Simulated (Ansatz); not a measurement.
# GeH3P: the cost of one run

Computed with Ansatz 0.2.0, Gaussian basis. Level: cc-pVDZ, all electrons in the functionals, frozen cores in the correlation of double hybrids and RPA.

Plan: wB97M-V, B2PLYP, RPA-PBE, at charge 0, triplet; charge 0, singlet; charge 0, quintet; charge 1, doublet; charge 1, quartet; displaced geometry v1; displaced geometry v2.

22 further runs of the same task are left out: 5 that didn't finish, 17 set aside as unsound or not needed. Runs told in other sessions of the task aren't counted.

### 1 The geometry

The geometry is a PBE0/def2-TZVP stationary point (not a proven minimum). No spin-orbit coupling is included. The filled d shell of Ge may be among the frozen orbitals whatever the setting's name suggests.

5 atoms, charge 0, spin multiplicity 3.

Atoms are counted from 1 here; the program's logs count them from 0.

Bond lengths: Ge1–P2 2.316 Å, Ge1–H3 1.551 Å, Ge1–H4 1.551 Å, P2–H5 1.424 Å. Angles: P2–Ge1–H3 109.5°, P2–Ge1–H4 109.5°, H3–Ge1–H4 107.1°, Ge1–P2–H5 95.1°.

No dispersion term is added; wB97M-V holds VV10 nonlocal correlation.

The geometry shown and the zero of energy belong to the point charge 0, triplet. The yardstick, UCCSDT(Q), and other wave-function levels (R restricted, U unrestricted, valence and pair active spaces) come from earlier runs.

### 2 wB97M-V, charge 0, triplet

in.yaml

```yaml
crystal:
  periodic: [false, false, false]
  atoms:
    - {symbol: Ge, position_ang: [-0.052048, 0.000000, 0.683893]}
    - {symbol: P, position_ang: [0.120362, 0.000000, -1.625284]}
    - {symbol: H, position_ang: [0.668361, -1.247634, 1.257545]}
    - {symbol: H, position_ang: [0.668346, 1.247644, 1.257544]}
    - {symbol: H, position_ang: [-1.284444, -0.000008, -1.857119]}
basis:
  gaussian: {orbitals: cc-pVDZ}
magnetization: {spin_polarized: true, initial_magnetization: 2}
hamiltonian: {xc: {name: wB97M-V}}
output: {forces: true, orbitals: {seedname: orbitals}}
```

Launch:

```
> ansatz run in.yaml --threads 1 --pin off --events-out ev --progress --plain --max-ram 2393MiB
```

Q: Estimate wall time and peak memory on 1 thread of Arm Neoverse V1, shared host.

About 15 s, with a peak of 0.26 GiB.
